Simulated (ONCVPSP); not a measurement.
**Pseudopotential generation for Cl: ONCV, PBEsol**

Do these settings give a usable potential? It is generated, then checked for transferability, scattering, ghosts and hardness.

Method: ONCVPSP 4.0.1, PBEsol, scalar-relativistic.

## (1) Settings

The settings as typed:

- element: chlorine (Cl, Z = 17)
- type: optimised norm-conserving Vanderbilt (ONCV)
- frozen core: [Ne]
- valence charge: 7
- reference configuration: 3s2 3p5
- partial waves: 3s: rc 1.25 bohr, ncon 4, nbas 8, qcut 4.6 1/bohr, 1 projector; 3p: rc 1.55 bohr, ncon 4, nbas 8, qcut 4.5 1/bohr, 2 projectors, debl 1.5 Ha
- local potential: polynomial inside 1.05 bohr (lpopt 5, dvloc0 -1 Ha)
- core correction: not asked for

The outer shells as boxes (Hund's rule for the drawing; the calculation is spin-unpolarised):

```
[Ne] core
3s [↑↓]
3p [↑↓][↑↓][↑ ]
```

The nodes and maxima of the atom's own shells, from an earlier all-electron run, set the scale for the radii.

All-electron outer shells of the reference configuration (PBEsol, scalar-relativistic, ld1.x):

```json
{"shell": "2s", "level (eV)": "-252.19", "outermost node (bohr)": "0.12", "outermost maximum (bohr)": "0.36"}
{"shell": "2p", "level (eV)": "-191.42", "outermost node (bohr)": "–", "outermost maximum (bohr)": "0.30"}
{"shell": "3s", "level (eV)": "-20.62", "outermost node (bohr)": "0.56", "outermost maximum (bohr)": "1.27"}
{"shell": "3p", "level (eV)": "-8.56", "outermost node (bohr)": "0.53", "outermost maximum (bohr)": "1.43"}
```

## (2) Generating the potential

File Cl.dat:

```
# ATOM AND REFERENCE CONFIGURATION
# atsym  z   nc   nv     iexc    psfile
  Cl 17.00    3    2  -116133      upf
#
#   n    l    f
    1    0    2.00
    2    0    2.00
    2    1    6.00
    3    0    2.00
    3    1    5.00
#
# PSEUDOPOTENTIAL AND OPTIMIZATION
# lmax
    1
#
#   l,   rc,      ep,       ncon, nbas, qcut
    0    1.25    0.00    4    8    4.60
    1    1.55    0.00    4    8    4.50
#
# LOCAL POTENTIAL
# lloc, lpopt,  rc(5),   dvloc0
    4    5    1.05   -1.00
#
# VANDERBILT-KLEINMAN-BYLANDER PROJECTORs
# l, nproj, debl
    0    1    0.70
    1    2    1.50
#
# MODEL CORE CHARGE
# icmod, fcfact, rcfact
    0    0.00    0.00
#
# LOG DERIVATIVE ANALYSIS
# epsh1, epsh2, depsh
   -2.00    5.00    0.02
#
# OUTPUT GRID
# rlmax, drl
    6.00    0.01
#
# TEST CONFIGURATIONS
# ncnf
    4
# nvcnf
#   n    l    f
    2
    3    0    2.00
    3    1    4.00
#
    2
    3    0    2.00
    3    1    3.00
#
    2
    3    0    2.00
    3    1    2.00
#
    2
    3    0    2.00
    3    1    4.50
#
```

Command:

```sh
$ oncvpsp.x < Cl.dat > Cl.out
```

**Question.** What will these runs give? Wanted: cutoffs for 1 and 0.1 mHa per electron, occupied waves; bound ghosts; GHOST(+) flags; largest test error; largest phase difference near zero energy, channels read.

The runs gave:

| quantity | value |
| --- | --- |
| cutoffs for 1 and 0.1 mHa per electron, occupied waves | 49 Ha and 103 Ha |
| bound ghosts | none found |
| GHOST(+) flags | s at 53 eV |
| largest test error (AE − PS) | +90 meV, for 3s2 3p2 |
| largest phase difference near zero energy, channels read | 0.021 rad |

The worst unpolarised test, 3s2 3p2, is off by 90 meV on 77.5 eV; by total energies transferability rates as fair. That test lies far up in energy; among those under 40 eV, nearer to bonding, the largest error is 21 meV. The potential is hard: the looser tolerance needs 49 Ha. At the looser tolerance the 3s wave is the slowest; 3p needs 7 Ha. The program's ghost test flags no bound state. Near zero energy the phases of the channels with partial waves agree within 0.021 rad. The program also flags highly localised states, GHOST(+) (s).
